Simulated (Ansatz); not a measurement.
# C3H9InOS: taking an electron away

An exercise on one series of results from a longer session: the logs are not shown, and one member is left open.

Program: Ansatz 0.2.0, Gaussian basis. Level of theory: unrestricted cation, the program's frozen cores in correlated methods. These are calculated values, not measurements.

Plan: UKS PBE-D4/def2-TZVPP; UKS r2SCAN-D4/def2-TZVPP; UKS PBE0-D4/def2-TZVPP; UKS B3LYP-D4/def2-TZVPP; UKS wB97X-V/def2-TZVPP; UKS wB97M-V/def2-TZVPP; UKS B2PLYP/def2-TZVPP; UHF-CCSD(T)/def2-TZVPP; UHF-MP2/def2-QZVPP; extrapolation to the limit; then −ε(HOMO) from the neutral's earlier runs with LDA (SPW92), PBE-D4, revPBE-D4, BLYP-D4, r2SCAN-D4, B97M-V, PBE0-D4, B3LYP-D4, r2SCANh-D4, r2SCAN0-D4, HSE06-D4, BHLYP-D4, CAM-B3LYP-D4, LC-ωPBE, ωB97X-V, ωB97M-V.

## Structure used throughout

All runs share one geometry, relaxed beforehand with PBE0-D4 in a triple-zeta def2 set. In takes the def2 core potential; no spin-orbit term is included.

15 atoms, charge 0, spin multiplicity 1.

Atoms are counted from 1 here; the program's logs count them from 0.

Bond lengths: C1–C2 1.520 Å, C1–H7 1.093 Å, C1–H8 1.094 Å, C1–H9 1.097 Å, C2–C3 1.522 Å, C2–In4 2.173 Å, C2–H10 1.095 Å, C3–H11 1.093 Å, C3–H12 1.097 Å, C3–H13 1.094 Å, In4–O5 1.991 Å, In4–S6 2.386 Å, O5–H14 0.960 Å, S6–H15 1.344 Å. Angles: C2–C1–H7 112.4°, C2–C1–H8 111.8°, C2–C1–H9 110.5°, H7–C1–H8 107.6°, H7–C1–H9 107.4°, H8–C1–H9 106.9°, C1–C2–C3 112.2°, C1–C2–In4 111.2°, C1–C2–H10 109.1°, C3–C2–In4 111.1°, C3–C2–H10 108.8°, In4–C2–H10 104.1°, C2–C3–H11 112.6°, C2–C3–H12 110.3°, C2–C3–H13 111.9°, H11–C3–H12 107.3°, H11–C3–H13 107.6°, H12–C3–H13 106.8° and more.

As a file:

```xyz
15
charge 0, multiplicity 1
C    -1.1601   -0.9641   -0.7869
C     0.0777   -0.6926    0.0531
C     1.3589   -0.7938   -0.7631
In   -0.0602    1.2302    1.0552
O     1.3591    2.0182    2.2085
S    -1.8829    2.7661    0.9515
H    -2.0786   -0.9427   -0.1952
H    -1.2705   -0.2341   -1.5944
H    -1.0961   -1.9533   -1.2568
H     0.1216   -1.4185    0.8720
H     2.2555   -0.6366   -0.1584
H     1.4425   -1.7879   -1.2197
H     1.3800   -0.0671   -1.5805
H     2.1311    1.4561    2.3035
H    -2.5997    1.9691    0.1407
```

The first run:

File in.yaml:

```yaml
crystal:
  periodic: [false, false, false]
  atoms:
    - {symbol: C, position_ang: [-1.160081, -0.964060, -0.786895]}
    - {symbol: C, position_ang: [0.077666, -0.692607, 0.053067]}
    - {symbol: C, position_ang: [1.358863, -0.793802, -0.763079]}
    - {symbol: In, position_ang: [-0.060197, 1.230216, 1.055161]}
    - {symbol: O, position_ang: [1.359132, 2.018219, 2.208546]}
    - {symbol: S, position_ang: [-1.882936, 2.766135, 0.951485]}
    - {symbol: H, position_ang: [-2.078649, -0.942654, -0.195203]}
    - {symbol: H, position_ang: [-1.270511, -0.234110, -1.594369]}
    - {symbol: H, position_ang: [-1.096099, -1.953348, -1.256837]}
    - {symbol: H, position_ang: [0.121648, -1.418507, 0.872011]}
    - {symbol: H, position_ang: [2.255496, -0.636606, -0.158410]}
    - {symbol: H, position_ang: [1.442514, -1.787872, -1.219704]}
    - {symbol: H, position_ang: [1.379982, -0.067100, -1.580544]}
    - {symbol: H, position_ang: [2.131098, 1.456114, 2.303452]}
    - {symbol: H, position_ang: [-2.599728, 1.969082, 0.140717]}
basis:
  gaussian: {orbitals: def2-TZVPP}
total_charge: 1
magnetization: {spin_polarized: true, initial_magnetization: 1}
hamiltonian: {xc: pbe, dispersion: d4}
```

Launch:

```console
> ansatz run in.yaml --threads 2 --pin off --events-out ev --progress --plain --max-ram 32768MiB --backend cuda --devices 0, --max-vram 18GiB
```

Steps of the session up to this table: Cation, UKS PBE-D4/def2-TZVPP; Cation, UKS r2SCAN-D4/def2-TZVPP; Cation, UKS PBE0-D4/def2-TZVPP; Cation, UKS B3LYP-D4/def2-TZVPP; Cation, UKS wB97X-V/def2-TZVPP; Cation, UKS wB97M-V/def2-TZVPP; Cation, UKS B2PLYP (frozen core)/def2-TZVPP; Cation, UHF-CCSD(T)/def2-TZVPP; Cation, UHF-MP2/def2-QZVPP.

One of the session's tables, all rows but one given; the rest of the session is left out.

Orbital estimates, from the neutral's runs:

| functional | −ε(HOMO) (eV) |
| --- | --- |
| LDA (SPW92) | 6.18 |
| PBE-D4 | 6.03 |
| revPBE-D4 | 5.96 |
| BLYP-D4 | 5.86 |
| r2SCAN-D4 | ? |
| B97M-V | 6.38 |
| PBE0-D4 | 7.26 |
| B3LYP-D4 | 7.00 |
| r2SCANh-D4 | 6.77 |
| r2SCAN0-D4 | 7.41 |
| HSE06-D4 | 6.86 |
| BHLYP-D4 | 8.28 |
| CAM-B3LYP-D4 | 8.52 |
| LC-ωPBE | 9.80 |
| ωB97X-V | 9.46 |
| ωB97M-V | 9.34 |

Q: Estimate the row for r2SCAN-D4 from the others.

Worked estimate for «−ε(HOMO) (eV)». Against the share of exact exchange, r2SCANh-D4 (0.1, 6.77), r2SCAN0-D4 (0.25, 7.41) give a slope of 4.27 per unit share; at 0 the line stands at 6.34.

The run gave: −ε(HOMO) (eV): 6.31. In «−ε(HOMO) (eV)» the line misses by +0.03.
